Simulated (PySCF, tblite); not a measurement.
# CH13NSi4: geometry, infrared bands and NMR shifts

What infrared bands and NMR shifts should CH13NSi4 (`CN[Si]([SiH3])([SiH3])[SiH3]`) show?

Computed with tblite 0.8.0 and PySCF 2.14.0, with density-fitted response routines of our own, on a single molecule in the gas phase. Atoms are numbered from 0 throughout.

## 1. The starting structure

19 atoms, charge 0, multiplicity 1; geometry from: force field or distance geometry start.

Bonds of the start (Å): C0–N1 1.45, N1–Si2 1.74, Si2–Si3 2.31, Si2–Si4 2.31, Si2–Si5 2.31, C0–H6 1.10, C0–H7 1.10, C0–H8 1.09, N1–H9 1.01, Si3–H10 1.49, Si3–H11 1.48, Si3–H12 1.50, Si4–H13 1.49, Si4–H14 1.47, Si4–H15 1.49, Si5–H16 1.49, Si5–H17 1.49, Si5–H18 1.48.

## 2. Relaxing the molecule with GFN2-xTB

Job settings and geometry (Å):

```
{"job": {"kind": "relax", "xc": "GFN2-xTB", "basis": "xTB"}, "charge": 0, "multiplicity": 1}
C     -0.893100     2.487600    -0.233700
N     -0.344900     1.342400    -0.936900
Si     0.142800    -0.145400    -0.180600
Si    -1.613100    -1.329600     0.740600
Si     1.673600     0.060500     1.530500
Si     1.107700    -1.640400    -1.653400
H     -1.881300     2.263900     0.194200
H     -1.024500     3.320500    -0.936400
H     -0.233300     2.842400     0.563900
H     -0.914900     1.151000    -1.749100
H     -2.273700    -0.525300     1.803400
H     -2.623000    -1.643500    -0.300300
H     -1.129800    -2.607400     1.351200
H      2.939000     0.670900     1.020000
H      1.980500    -1.263200     2.101400
H      1.119400     0.929600     2.610800
H      1.433700    -2.909500    -0.952300
H      2.359000    -1.076000    -2.223800
H      0.166300    -1.919300    -2.757100
```

Started as:

```console
$ OMP_NUM_THREADS=1 python probes_run.py task.json out
```

The driver reads the jobs from task.json and runs them one after another.

**Question.** This job is followed by: GFN2-xTB harmonic vibrations, gas phase; GIAO PBE0/pcSseg-1 NMR shielding, non-relativistic, gas phase. What will the session give for the following? strongest single infrared mode (GFN2-xTB); zero-point energy (GFN2-xTB); 13C shifts against TMS (PBE0/pcSseg-1); 1H shifts against TMS (PBE0/pcSseg-1, means over atoms taken as alike); 15N shifts against NH3 (PBE0/pcSseg-1); 29Si shifts against TMS (PBE0/pcSseg-1, means over atoms taken as alike).

The runs gave:

| quantity | value |
| --- | --- |
| strongest single infrared mode (GFN2-xTB) | 761 cm⁻¹, 904 km/mol |
| zero-point energy (GFN2-xTB) | 78.3 kcal/mol |
| 13C shifts against TMS (PBE0/pcSseg-1) | 36.2 ppm |
| 1H shifts against TMS (PBE0/pcSseg-1, means over atoms taken as alike) | 3.56, 2.75, -0.90 ppm |
| 15N shifts against NH3 (PBE0/pcSseg-1) | 4.1 ppm |
| 29Si shifts against TMS (PBE0/pcSseg-1, means over atoms taken as alike) | -41.5, -116.8 ppm |

**Reading.** Relaxing lowered the energy by 0.364 eV in 94 steps; the close pair that moved most is Si2–Si3, from 2.310 to 2.354 Å. All 51 modes are real, so the xTB geometry is a minimum. Unscaled tight-binding wavenumbers are off by several per cent, some by more. Its intensities can rank the bands wrongly. At PBE0/pcSseg-1: The widest tensor belongs to Si2: span 175 ppm, with a paramagnetic part of -491 ppm.
